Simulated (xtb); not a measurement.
# GFN1-xTB (GBSA cs2, alp 0.3, etemp 500 K, hydrogen mass 1 u, kpush 0.11) run of C2H7SbSi (SMILES C=[CH][SbH][SiH3])

We compute molecular dynamics of C2H7SbSi. 

The calculation is run with xtb 6.7.1.

7 further runs of the same task are left out: 3 that didn't finish, 4 set aside as unsound or not needed.

### 1 The molecule

The species is C2H7SbSi (11 atoms), meant as a singlet with charge 0. As SMILES, `C=[CH][SbH][SiH3]`. The shape was relaxed beforehand at GFN2-xTB. This is one conformer, not always the lowest. The run starts from this shape.

Bond lengths: C1–C2 1.318 Å, C2–Sb3 2.133 Å, Sb3–Si4 2.549 Å, C1–H5 1.079 Å, C1–H6 1.080 Å, C2–H7 1.081 Å, Sb3–H8 1.707 Å, Si4–H9 1.462 Å, Si4–H10 1.463 Å, Si4–H11 1.462 Å. Some angles: C1–C2–Sb3 123.5°, C2–Sb3–Si4 92.2°, C1–C2–H7 120.1°, Sb3–C2–H7 116.3°, C2–C1–H5 122.0°, C2–C1–H6 122.6°, C2–Sb3–H8 91.2°, Si4–Sb3–H8 90.4°, Sb3–Si4–H9 109.4°, Sb3–Si4–H10 108.4°.

### 2 A short trajectory at GFN1-xTB (GBSA cs2, alp 0.3, etemp 500 K, hydrogen mass 1 u, kpush 0.11)

The input, detailed.inp:

```
$md
   temp=100
   time=0.3
   step=1
   dump=30
   hmass=1
   shake=0
   nvt=false
$metadyn
   kpush=0.11
   alp=0.3
$scc
   broydamp=0.05
$wall
   potential=logfermi
   sphere: 8.4, all
$end
```

The input, coord:

```
$coord
     -1.768991522523      3.374087098258      0.841306070683  c
     -0.158094487586      1.887080508051      2.023953371258  c
     -0.602028948783     -2.109992601712      2.293655083765  sb
      0.761408450134     -2.756184450028     -2.281485247522  si
     -3.418779121105      2.640249752282     -0.107884464455  h
     -1.527144373094      5.398682976398      0.742719058762  h
      1.460777191597      2.684979569652      2.979361105346  h
      2.451787365873     -2.450596838415      3.277276428893  h
      1.177620629083     -5.448477259782     -2.745904339910  h
     -1.295747409133     -1.922664050978     -3.929042969277  h
      3.042799211350     -1.404897990092     -3.054987944854  h
$end
```

Started as:

```sh
$ xtb coord --gfn 1 --etemp 500 -I detailed.inp --gbsa cs2 -c 0 --metadyn 10 | tee xtb.out
```

Q: Predict the results. Wanted: potential energy of the last frame.

**Answer.** As computed:

At GFN1-xTB (GBSA cs2, alp 0.3, etemp 500 K, hydrogen mass 1 u, kpush 0.11):

| quantity | value |
| --- | --- |
| potential energy of the last frame | -12.26351 Eh |
